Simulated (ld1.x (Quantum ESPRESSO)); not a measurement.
# An RRKJ potential for tin, from input to tests, part 2 of 2

Aim: build the potential from the settings below, then test how well it stands in for the atom: other configurations, scattering, ghost states and the plane-wave cutoff that it needs.

ld1.x (Quantum ESPRESSO) 7.5; PBE, scalar-relativistic. Earlier steps stand in the parts before.

### Step 3. Transferability test

Input file Sn.test.in:

```
 &input
   title='Sn', zed=50., rel=1, dft='PBE', iswitch=2,
   config='[Kr] 4d10 4f-2 5s2 5p2'
 /
 &test
   file_pseudo='Sn.UPF', nconf=8,
   configts(1)='4s2 4p6 4d10 5s2 5p2',
   configts(2)='4s2 4p6 4d10 5s2 5p1',
   configts(3)='4s2 4p6 4d10 5s2 5p0',
   configts(4)='4s2 4p6 4d10 5s1 5p0',
   configts(5)='4s2 4p6 4d10 5s1 5p3',
   configts(6)='4s2 4p6 4d10 5s2 5p2.3',
   configts(7)='4s2 4p6 4d10 5s2 5p1.5',
   configts(8)='4s1 4p6 4d10 5s2 5p2'
 /
```

Started as:

```bash
$ ld1.x < Sn.test.in > Sn.test.out
```

Sn.test.out, the pseudopotential blocks, each with the warnings that came before it:

```text
     Warning: n=2, l=0 expected 1 nodes, found 2
     Warning: n=2, l=1 expected 0 nodes, found 1
     ---------------------- Testing the pseudopotential ----------------------

     Sn
     scalar relativistic calculation

     atomic number is 50.00   valence charge is 22.00
     dft =PBE   lsd =0 sic =0 latt =0  beta=0.20 tr2=1.0E-14
     mesh =1243 r(mesh) = 100.78374 xmin = -7.00 dx = 0.01250

     n l     nl             e AE (Ry)        e PS (Ry)    De AE-PS (Ry)
     1 0     4S   1( 2.00)       -9.84368       -9.84367       -0.00001
     2 1     4P   1( 6.00)       -6.59284       -6.59283       -0.00000
     3 2     4D   1(10.00)       -1.89914       -1.89916        0.00002
     2 0     5S   1( 2.00)       -0.77532       -0.99957        0.22425  !
     3 1     5P   1( 2.00)       -0.27151       -0.32504        0.05353  !

     eps = 1.9E-15  iter = 25

     Etot =  -12354.410875 Ry,   -6177.205437 Ha, -168090.323077 eV
     Etotps =  -438.016435 Ry,    -219.008218 Ha,   -5959.517199 eV

     Ekin =     157.264774 Ry,      78.632387 Ha,    2139.696248 eV
     Encl =    -904.731651 Ry,    -452.365826 Ha,  -12309.501207 eV
     Ehrt =     368.097351 Ry,     184.048676 Ha,    5008.219603 eV
     Ecxc =     -35.981178 Ry,     -17.990589 Ha,    -489.548865 eV
     Epseu=     -22.665731 Ry,     -11.332865 Ha,    -308.382977 eV

     ---------------------- End of pseudopotential test ----------------------

     Warning: n=3, l=1 expected 1 nodes, found 2
     ---------------------- Testing the pseudopotential ----------------------

     Sn
     [...]
     n l     nl             e AE (Ry)        e PS (Ry)    De AE-PS (Ry)
     1 0     4S   1( 2.00)      -10.43088      -10.48757        0.05668  !
     2 1     4P   1( 6.00)       -7.18006       -7.23618        0.05612  !
     3 2     4D   1(10.00)       -2.48469       -2.53916        0.05448  !
     2 0     5S   1( 2.00)       -1.30909       -1.59202        0.28293  !
     3 1     5P   1( 1.00)       -0.75374       -0.85301        0.09928  !

     eps = 3.6E-15  iter = 22

     Etot =  -12353.905608 Ry,   -6176.952804 Ha, -168083.448573 eV
     Etotps =  -437.435010 Ry,    -218.717505 Ha,   -5951.606508 eV
     dEtot_ae =       0.505267 Ry
     dEtot_ps =       0.581425 Ry,   Delta E=      -0.076158 Ry

     [...]
     ---------------------- End of pseudopotential test ----------------------

     ---------------------- Testing the pseudopotential ----------------------

     Sn
     [...]
     n l     nl             e AE (Ry)        e PS (Ry)    De AE-PS (Ry)
     1 0     4S   1( 2.00)      -11.12662      -11.24606        0.11944  !
     2 1     4P   1( 6.00)       -7.87557       -7.99294        0.11738  !
     3 2     4D   1(10.00)       -3.17575       -3.28796        0.11221  !
     2 0     5S   1( 2.00)       -1.91763       -2.26756        0.34993  !
     3 1     5P   1( 0.00)       -1.30765       -1.45866        0.15100  !

     eps = 1.8E-15  iter = 19

     Etot =  -12352.880119 Ry,   -6176.440059 Ha, -168069.496083 eV
     Etotps =  -436.284726 Ry,    -218.142363 Ha,   -5935.956097 eV
     dEtot_ae =       1.530756 Ry
     dEtot_ps =       1.731709 Ry,   Delta E=      -0.200953 Ry

     [...]
     ---------------------- End of pseudopotential test ----------------------

     ---------------------- Testing the pseudopotential ----------------------

     Sn
     [...]
     n l     nl             e AE (Ry)        e PS (Ry)    De AE-PS (Ry)
     1 0     4S   1( 2.00)      -12.01256      -12.24771        0.23515  !
     2 1     4P   1( 6.00)       -8.76001       -8.98773        0.22773  !
     3 2     4D   1(10.00)       -4.04706       -4.25591        0.20885  !
     2 0     5S   1( 1.00)       -2.64311       -3.09714        0.45402  !
     3 1     5P   1( 0.00)       -1.96962       -2.19917        0.22955  !

     eps = 7.2E-15  iter = 23

     Etot =  -12350.603760 Ry,   -6175.301880 Ha, -168038.524645 eV
     Etotps =  -433.607068 Ry,    -216.803534 Ha,   -5899.524701 eV
     dEtot_ae =       3.807115 Ry
     dEtot_ps =       4.409367 Ry,   Delta E=      -0.602253 Ry

     [...]
     ---------------------- End of pseudopotential test ----------------------

     ---------------------- Testing the pseudopotential ----------------------

     Sn
     [...]
     n l     nl             e AE (Ry)        e PS (Ry)    De AE-PS (Ry)
     1 0     4S   1( 2.00)       -9.95746       -9.99316        0.03570  !
     2 1     4P   1( 6.00)       -6.70622       -6.73983        0.03361  !
     3 2     4D   1(10.00)       -2.00782       -2.03426        0.02643  !
     2 0     5S   1( 1.00)       -0.83895       -1.08475        0.24581  !
     3 1     5P   1( 3.00)       -0.31727       -0.38200        0.06474  !

     eps = 8.6E-15  iter = 29

     Etot =  -12353.897991 Ry,   -6176.948995 Ha, -168083.344936 eV
     Etotps =  -437.327529 Ry,    -218.663765 Ha,   -5950.144160 eV
     dEtot_ae =       0.512884 Ry
     dEtot_ps =       0.688906 Ry,   Delta E=      -0.176022 Ry

     [...]
     ---------------------- End of pseudopotential test ----------------------

     ---------------------- Testing the pseudopotential ----------------------

     Sn
     [...]
     n l     nl             e AE (Ry)        e PS (Ry)    De AE-PS (Ry)
     1 0     4S   1( 2.00)       -9.69586       -9.67944       -0.01642  !
     2 1     4P   1( 6.00)       -6.44499       -6.42861       -0.01638  !
     3 2     4D   1(10.00)       -1.75141       -1.73525       -0.01616  !
     2 0     5S   1( 2.00)       -0.63645       -0.84427        0.20782  !
     3 1     5P   1( 2.30)       -0.14657       -0.18701        0.04044  !

     eps = 1.9E-15  iter = 29

     Etot =  -12354.473285 Ry,   -6177.236643 Ha, -168091.172217 eV
     Etotps =  -438.092952 Ry,    -219.046476 Ha,   -5960.558266 eV
     dEtot_ae =      -0.062411 Ry
     dEtot_ps =      -0.076517 Ry,   Delta E=       0.014106 Ry

     [...]
     ---------------------- End of pseudopotential test ----------------------

     ---------------------- Testing the pseudopotential ----------------------

     Sn
     [...]
     n l     nl             e AE (Ry)        e PS (Ry)    De AE-PS (Ry)
     1 0     4S   1( 2.00)      -10.12137      -10.14918        0.02782  !
     2 1     4P   1( 6.00)       -6.87056       -6.89819        0.02763  !
     3 2     4D   1(10.00)       -2.17631       -2.20334        0.02703  !
     2 0     5S   1( 2.00)       -1.03071       -1.28345        0.25274  !
     3 1     5P   1( 1.50)       -0.50178       -0.57764        0.07587  !

     eps = 6.9E-15  iter = 22

     Etot =  -12354.218616 Ry,   -6177.109308 Ha, -168087.707269 eV
     Etotps =  -437.791816 Ry,    -218.895908 Ha,   -5956.461105 eV
     dEtot_ae =       0.192258 Ry
     dEtot_ps =       0.224619 Ry,   Delta E=      -0.032360 Ry

     [...]
     ---------------------- End of pseudopotential test ----------------------

     ---------------------- Testing the pseudopotential ----------------------

     Sn
     [...]
     n l     nl             e AE (Ry)        e PS (Ry)    De AE-PS (Ry)
     1 0     4S   1( 1.00)      -11.09480      -11.06472       -0.03008  !
     2 1     4P   1( 6.00)       -7.81016       -7.78020       -0.02996  !
     3 2     4D   1(10.00)       -3.02276       -2.99522       -0.02754  !
     2 0     5S   1( 2.00)       -1.49016       -1.80839        0.31823  !
     3 1     5P   1( 2.00)       -0.87364       -0.98376        0.11012  !

     eps = 8.1E-16  iter = 17

     Etot =  -12343.960467 Ry,   -6171.980233 Ha, -167948.138030 eV
     Etotps =  -427.575347 Ry,    -213.787673 Ha,   -5817.458953 eV
     dEtot_ae =      10.450408 Ry
     dEtot_ps =      10.441089 Ry,   Delta E=       0.009320 Ry

     [...]
     ---------------------- End of pseudopotential test ----------------------
```

Energies count from the reference configuration 4s2 4p6 4d10 5s2 5p2; the error is all-electron less pseudo. A star marks tests that logged a warning.

```tsv
valence configuration	charge	ΔE all-electron (eV)	error AE − PS (meV)
4s2 4p6 4d10 5s2 5p1 *	+1	6.875	-1036
4s2 4p6 4d10 5s2 5p0	+2	20.827	-2734
4s2 4p6 4d10 5s1 5p0	+3	51.798	-8194
4s2 4p6 4d10 5s1 5p3	0	6.978	-2395
4s2 4p6 4d10 5s2 5p2.3	-0.3	-0.849	+192
4s2 4p6 4d10 5s2 5p1.5	+0.5	2.616	-440
4s1 4p6 4d10 5s2 5p2	+1	142.185	+127
```

### Step 4. Scattering by logarithmic derivatives

Taken from the files of the generation run. The phase is arctan(r·u′/u) with u = r·R, unwrapped, with energies in Ry. A pole is an energy at which the radial function vanishes at the test radius. The pseudo phase is shifted by a multiple of π to meet the all-electron one at the reference energy. Levels narrower than the energy grid can be missing from the poles. The last column is the largest difference on the grid between −1 and +1 Ry.

| channel | radius (bohr) | reference (Ry) | poles AE | poles PS | window around the reference with phases within 0.05 rad (Ry) | largest difference near zero (rad) |
| --- | --- | --- | --- | --- | --- | --- |
| s | 1.70 | -9.84 | -9.63 | -9.64, 4.18 | below -3.2 | 0.974 |
| p | 1.70 | -6.59 | -6.20 | -6.21 | below -1.3 | 0.451 |
| d | 1.70 | -1.90 | -0.89 | -0.91 | below 2.5 | 0.016 |
| f | 1.70 | 0.05 | 4.97 | 4.85 | the whole range | 0.001 |

Phases (rad) along the scan:

| E (Ry) | s AE | s PS | d AE | d PS |
| --- | --- | --- | --- | --- |
| -12.00 | 1.347 | 1.346 | 1.394 | 1.393 |
| -11.52 | 1.329 | 1.327 | 1.389 | 1.389 |
| -11.04 | 1.298 | 1.296 | 1.385 | 1.385 |
| -10.56 | 1.218 | 1.215 | 1.380 | 1.379 |
| -10.08 | 0.313 | 0.301 | 1.375 | 1.374 |
| -9.60 | -1.588 | -1.588 | 1.369 | 1.368 |
| -9.12 | -1.693 | -1.695 | 1.362 | 1.362 |
| -8.64 | -1.732 | -1.734 | 1.355 | 1.355 |
| -8.16 | -1.755 | -1.758 | 1.347 | 1.346 |
| -7.68 | -1.772 | -1.776 | 1.338 | 1.337 |
| -7.20 | -1.788 | -1.793 | 1.328 | 1.327 |
| -6.72 | -1.803 | -1.809 | 1.315 | 1.314 |
| -6.24 | -1.818 | -1.826 | 1.301 | 1.299 |
| -5.76 | -1.835 | -1.845 | 1.283 | 1.281 |
| -5.28 | -1.853 | -1.865 | 1.260 | 1.258 |
| -4.80 | -1.873 | -1.890 | 1.231 | 1.228 |
| -4.32 | -1.896 | -1.919 | 1.188 | 1.185 |
| -3.84 | -1.923 | -1.955 | 1.123 | 1.118 |
| -3.36 | -1.956 | -2.002 | 1.005 | 0.998 |
| -2.88 | -1.998 | -2.064 | 0.728 | 0.718 |
| -2.40 | -2.050 | -2.152 | -0.128 | -0.137 |
| -1.92 | -2.119 | -2.285 | -1.098 | -1.098 |
| -1.44 | -2.214 | -2.499 | -1.422 | -1.424 |
| -0.96 | -2.351 | -2.855 | -1.558 | -1.561 |
| -0.48 | -2.554 | -3.360 | -1.635 | -1.641 |
| 0.00 | -2.855 | -3.830 | -1.688 | -1.697 |
| 0.48 | -3.250 | -4.136 | -1.731 | -1.743 |
| 0.96 | -3.645 | -4.321 | -1.770 | -1.786 |
| 1.44 | -3.946 | -4.439 | -1.807 | -1.830 |
| 1.92 | -4.150 | -4.520 | -1.847 | -1.879 |
| 2.40 | -4.286 | -4.579 | -1.891 | -1.938 |
| 2.88 | -4.382 | -4.624 | -1.944 | -2.015 |
| 3.36 | -4.451 | -4.661 | -2.011 | -2.122 |
| 3.84 | -4.504 | -4.693 | -2.100 | -2.285 |
| 4.32 | -4.546 | -4.720 | -2.226 | -2.550 |
| 4.80 | -4.580 | -4.745 | -2.415 | -2.975 |

### Step 5. Cutoff and ghost test in a Bessel basis

This step uses the generator's waves and projectors in a separate script. Basis: spherical Bessel functions vanishing at 20 bohr, q² up to the cutoff; potential fixed at the reference.

All-electron valence levels (Ry): 4p -6.5928, 5p -0.2715, 4d -1.8991, 4s -9.8437, 5s -0.7753. The lowest levels of each channel (Ry) by cutoff; the last column sums, over occupied levels, occupation times the distance from the level at 400 Ry. A positive value at high cutoff is not a bound level.

| cutoff (Ry) | p #1 | p #2 | d #1 | f #1 | s #1 | s #2 | Σ f·Δε (mRy) |
| --- | --- | --- | --- | --- | --- | --- | --- |
| 8 | -3.3474 | -0.0822 | -0.0444 | 0.1045 | -9.0009 | -0.6167 | 40957.8 |
| 15 | -5.4686 | -0.1764 | -0.4435 | 0.1045 | -9.6204 | -0.8692 | 22306.5 |
| 21 | -6.1267 | -0.2257 | -0.9349 | 0.1045 | -9.6414 | -0.9654 | 13111.0 |
| 35 | -6.5696 | -0.2998 | -1.5478 | 0.1045 | -9.7509 | -0.9835 | 3921.8 |
| 50 | -6.5925 | -0.3209 | -1.8210 | 0.1045 | -9.8302 | -0.9913 | 835.8 |
| 60 | -6.5927 | -0.3239 | -1.8726 | 0.1045 | -9.8344 | -0.9958 | 294.5 |
| 90 | -6.5928 | -0.3245 | -1.8989 | 0.1045 | -9.8397 | -0.9987 | 14.0 |
| 100 | -6.5928 | -0.3247 | -1.8990 | 0.1045 | -9.8417 | -0.9987 | 9.0 |
| 120 | -6.5928 | -0.3249 | -1.8991 | 0.1045 | -9.8433 | -0.9991 | 3.2 |
| 160 | -6.5928 | -0.3250 | -1.8991 | 0.1045 | -9.8435 | -0.9995 | 1.1 |
| 180 | -6.5928 | -0.3250 | -1.8992 | 0.1045 | -9.8436 | -0.9995 | 0.6 |
| 230 | -6.5928 | -0.3250 | -1.8992 | 0.1045 | -9.8436 | -0.9996 | 0.2 |
| 400 | -6.5928 | -0.3250 | -1.8992 | 0.1045 | -9.8437 | -0.9996 | 0.0 |

The sum stays within 10 mRy from 100 Ry and within 1 mRy from 180 Ry. The sum leaves out empty levels, which can need more. Ghost test: no level below the all-electron spectrum of its channel (p, d, f, s tested).

### Step 6. Results

The summary covers parts 1 to 2.

```
                                                quantity                                value
               cutoffs for 10 and 1 mRy, occupied levels                    100 Ry and 180 Ry
                                            bound ghosts                           none found
                       largest miss of a reference level                        3051 meV (5s)
                            largest test error (AE − PS)  -8194 meV, for 4s2 4p6 4d10 5s1 5p0
largest phase difference near zero energy, channels read                            0.974 rad
```

In words: Already in the reference configuration the 5s level is off by 3051 meV; it has no partial wave or projector of its own. The worst unpolarised test, 4s2 4p6 4d10 5s1 5p0, is off by 8194 meV on 51.8 eV; by total energies transferability rates as poor. That test lies far up in energy; among those under 40 eV, nearer to bonding, the largest error is 2734 meV. The potential is hard: the looser tolerance needs 100 Ry. The slowest occupied level is 4s: taken alone it needs 110 Ry to come within 1 mRy, against 90 Ry for 4d. It is free of bound ghosts as far as tested. Near zero energy the largest phase difference among the channels read is 0.97 rad, in the s channel. All of this concerns the isolated atom, not yet a solid.
